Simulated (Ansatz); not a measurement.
Which YAML input does this script hand to the engine? (Ansatz's Python interface)

The script, `ys_lapw.py`:
```python
# -*- coding: utf-8 -*-
"""YS with all its electrons on LAPW."""

import warnings

import ansatz as az
import numpy as np
from pymatgen.core import Lattice, Structure
from pymatgen.io.ase import AseAtomsAdaptor

warnings.simplefilter("ignore", az.DeckWarning)

pmg_structure = Structure(
    Lattice([[0.0, 2.74365, 2.74365], [2.74365, 0.0, 2.74365], [2.74365, 2.74365, 0.0]]),
    ["Y", "S"],
    [
        [0.5, 0.5, 0.5],
        [0.0, 0.0, 0.0],
    ],
)
xtal = az.Crystal.from_ase(AseAtomsAdaptor.get_atoms(pmg_structure))

model = (
    xtal.calculation()
    .functional("PBEsol")
    .kpoints(7, 7, 7)
    .occupations(az.OccupationsMethod.FERMI_DIRAC, width=0.05)
    .pseudopotentials("all_electron", lapw=True)
    .band_table()
    .stress()
)
history = []
outcome = model.session().plan().execute(on_event=lambda event: history.append(event["data"]["dr2_ev"]) if event["event"] == "scf_iter" else None)
summary = outcome.report
print("density residual by iteration (eV):", " ".join(f"{value:.1e}" for value in history[:40]))

print("%-22s %14.5f eV" % ("F = E - TS", summary["free_energy_ev"]))
print("%-22s %14.5f eV" % ("E", summary["internal_energy_ev"]))
print("%-22s %14.5f eV" % ("Harris-Foulkes", summary["harris_foulkes_ev"]))
print("%-22s %14.5f eV" % ("Fermi level", summary["fermi_energy_ev"]))

gap = None if "band_edges_ev" not in summary else summary["band_edges_ev"][1] - summary["band_edges_ev"][0]
print("gap on the k mesh:", "withheld (metal, or smearing too wide to tell)" if gap is None else f"{gap:.3f} eV")
print("lowest empty less highest filled band, by band count:", round(summary["gap_by_band_count_ev"], 3), "eV")

# the stress is positive in compression
sigma = summary["stress_gpa"]
voigt = [sigma[0][0], sigma[1][1], sigma[2][2], sigma[1][2], sigma[0][2], sigma[0][1]]
print("stress xx yy zz yz xz xy (GPa, compression positive):", " ".join(f"{s:.3f}" for s in voigt))
print("P =", round(10 * float(np.mean(voigt[:3])), 2), "kbar")

errors = summary["lapw_basis_errors"]
print(f"estimated basis error {1000 * errors['total_ev_per_atom']:.3f} meV/atom, target {1000 * errors['basis_error_target_ev_per_atom']:.3f}")
for sphere in errors["spheres"]:
    print(f"  {sphere['species']:2s} muffin-tin radius {sphere['muffin_tin_radius_ang']:.3f} A, core shells {sphere['core_shells']}")
```

Running `python ys_lapw.py` prints:
```text
density residual by iteration (eV): 5.2e-01 6.4e-03 7.7e-03 2.1e-04 1.5e-06 2.2e-08
F = E - TS              -102915.53981 eV
E                       -102915.53075 eV
Harris-Foulkes          -102915.53981 eV
Fermi level                  14.02856 eV
gap on the k mesh: withheld (metal, or smearing too wide to tell)
lowest empty less highest filled band, by band count: -3.919 eV
stress xx yy zz yz xz xy (GPa, compression positive): -1.447 -1.447 -1.447 0.000 -0.000 0.000
P = -14.47 kbar
estimated basis error 0.080 meV/atom, target 0.250
  S  muffin-tin radius 1.258 A, core shells 1
  Y  muffin-tin radius 1.485 A, core shells 4
```

`input.yaml`:
```yaml
crystal:
  lattice:
    - [0.0, 2.74365, 2.74365]
    - [2.74365, 0.0, 2.74365]
    - [2.74365, 2.74365, 0.0]
  atoms:
    - { symbol: "Y", position: [0.5, 0.5, 0.5] }
    - { symbol: S, position: [0.0, 0.0, 0.0] }
kpoints:
  mp_grid:
    grid: [7, 7, 7]
hamiltonian:
  xc: pbesol
  pseudopotentials:
    kind: all_electron
    lapw: {}
scf:
  occupations:
    method: fermi_dirac
    width: 0.05
output:
  stress: true
  eigenvalues: true
```

Caveats:
- All-electron totals depend on functional, relativistic treatment and basis; only differences at equal settings carry meaning.
- The run is spin-unpolarised.
- For a metal this k-point mesh is coarse: on a finer one energies can move by several to tens of meV an atom and pressures by half a GPa or more, differences at one mesh by less.
- Only differences from the Fermi energy are physical; the zero of the scale is a convention.
- A gap by band count of zero or less means overlapping bands, a metal, and at an odd count of electrons it is no gap at all.
- The structure is a deposited one; some such entries were measured under pressure or heat, so a shift against it needn't be the functional's error alone.
- Levels are Kohn-Sham eigenvalues on this mesh, without spin-orbit coupling.
- It ran for 4.5 s on 1 thread of Arm Neoverse V2, on a shared host, peak memory 0.4 GiB.
